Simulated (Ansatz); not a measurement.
# Fe: the cost of one run

Computed with Ansatz 0.2.0 (DFT LDA, PAW, plane waves, scalar-relativistic, unless a step's input says otherwise).

The COD cell was measured well above room temperature, so it is larger than a cold one.

## (1) The starting structure

It takes space group Im-3m (No. 229, cubic). Conventional cell: a = 2.890 Å, b = 2.890 Å, c = 2.890 Å, α = 90.00°, β = 90.00°, γ = 90.00°. Fe (site symmetry m-3m) is surrounded by 8 Fe at 2.50 Å.

Coordinates:

```cif
data_structure
_symmetry_space_group_name_H-M 'Im-3m'
_symmetry_Int_Tables_number 229
_cell_length_a 2.8900
_cell_length_b 2.8900
_cell_length_c 2.8900
_cell_angle_alpha 90.000
_cell_angle_beta 90.000
_cell_angle_gamma 90.000
_cell_volume 24.14
loop_
_atom_site_label
_atom_site_type_symbol
_atom_site_symmetry_multiplicity
_atom_site_Wyckoff_symbol
_atom_site_fract_x
_atom_site_fract_y
_atom_site_fract_z
_atom_site_occupancy
Fe1 Fe 2 a 0.00000 0.00000 0.00000 1
```

In tables a label like Fe2 counts atoms in the order of input.yaml; a structure file may count by element.

Planned first: parallel moments, plain SCF; opposed moments +-, plain SCF; no spin polarisation; spin on, no moments given (the program may seed its own), plain SCF. What is tried next depends on their ends.

“Plain SCF” means no search for lower states. Ends within 0.2 meV/atom and 0.1 μB count as one state.

Site moments are integrals over atomic spheres and don't add up to the total.

## (2) Parallel moments, plain SCF

File input.yaml:

```yaml
crystal:
  lattice:
    - [-2.89, 2.89, 2.89]
    - [1.445, -1.445, 1.445]
    - [1.445, 1.445, -1.445]
  atoms:
    - { symbol: Fe, position: [0.0, 0.0, 0.0], spin: 4.0 }
    - { symbol: Fe, position: [0.5, 0.0, 0.0], spin: 4.0 }
magnetization:
  spin_polarized: true
hamiltonian:
  xc: lda
  pseudopotentials: { kind: paw }
basis:
  ecutwfc: 420
kpoints:
  mp_grid: { grid: [7, 13, 13] }
scf:
  occupations: { method: fermi_dirac, width: 0.1 }
  lower_state_search: "off"
output:
  forces: true
  stress: true
```

**Question.** How long does this run take on 2 threads of an x86-64 CPU, shared host, and how much memory does it need?

About 5.9 s, with a peak of 0.54 GiB.
